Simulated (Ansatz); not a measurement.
# PbS2: a single-point run

Aim: a sound single-point run of PbS2. The structure is shown as the input types it. The cell is built on a prototype (fluorite) and needn't be the phase found in nature.

Program: Ansatz 0.2.0. Level of theory: density functional or hybrid calculation with the settings of its input, plane waves (as first typed). These are calculated values, not measurements.

4 further runs of the same task are left out: 2 for a known fault of the program, 1 that didn't finish, 1 set aside as unsound or not needed.

## Step 1: Starting point

It takes space group Fm-3m (No. 225, cubic). Conventional cell: a = 6.730 Å, b = 6.730 Å, c = 6.730 Å, α = 90.00°, β = 90.00°, γ = 90.00°. Around Pb (site symmetry m-3m) lie 8 S at 2.91 Å. S (site symmetry -43m) is surrounded by 4 Pb at 2.91 Å.

Coordinates:

```cif
data_structure
_symmetry_space_group_name_H-M 'P 1'
_symmetry_Int_Tables_number 1
_cell_length_a 4.7591
_cell_length_b 4.7591
_cell_length_c 4.7591
_cell_angle_alpha 60.000
_cell_angle_beta 60.000
_cell_angle_gamma 60.000
_cell_volume 76.22
loop_
_atom_site_label
_atom_site_type_symbol
_atom_site_fract_x
_atom_site_fract_y
_atom_site_fract_z
_atom_site_occupancy
Pb1 Pb 0.00000 0.00000 0.00000 1
S1 S 0.25000 0.25000 0.25000 1
S2 S 0.75000 0.75000 0.75000 1
```

## Step 2: Running it

Input file input.yaml:

```yaml
crystal:
  lattice:
    - [0.0, 3.3652050266, 3.3652050266]
    - [3.3652050266, 0.0, 3.3652050266]
    - [3.3652050266, 3.3652050266, 0.0]
  atoms:
    - { symbol: Pb, position: [0.0, 0.0, 0.0] }
    - { symbol: S, position: [0.25, 0.25, 0.25] }
    - { symbol: S, position: [0.75, 0.75, 0.75] }
kpoints:
  mp_grid: { grid: [4, 4, 4] }
hamiltonian:
  xc: pbesol
scf:
  occupations: { method: fermi_dirac, width: 0.02 }
  n_extra_bands: 4
  max_iter: 52
output:
  forces: true
  stress: true
  eigenvalues: true
basis:
  ecutwfc: 120
```

On the command line:

```console
> ansatz run input.yaml --threads 4 --pin off --max-ram 3686MiB --backend cpu --events-out ev --progress --plain --runs-dir out
```

**Question.** How will this run end, and is anything wrong with its input?

This run ends as converged, with warnings (cutoff below recommended). Its log warns: «basis.ecutwfc = 120 eV is below the records' recommended 420 eV ...»

The suspect setting: basis.ecutwfc is 120. With so few plane waves the basis is incomplete by a wide margin. The potentials' recommended cutoff is 420 eV.

The test: delete basis.ecutwfc (the default then holds).
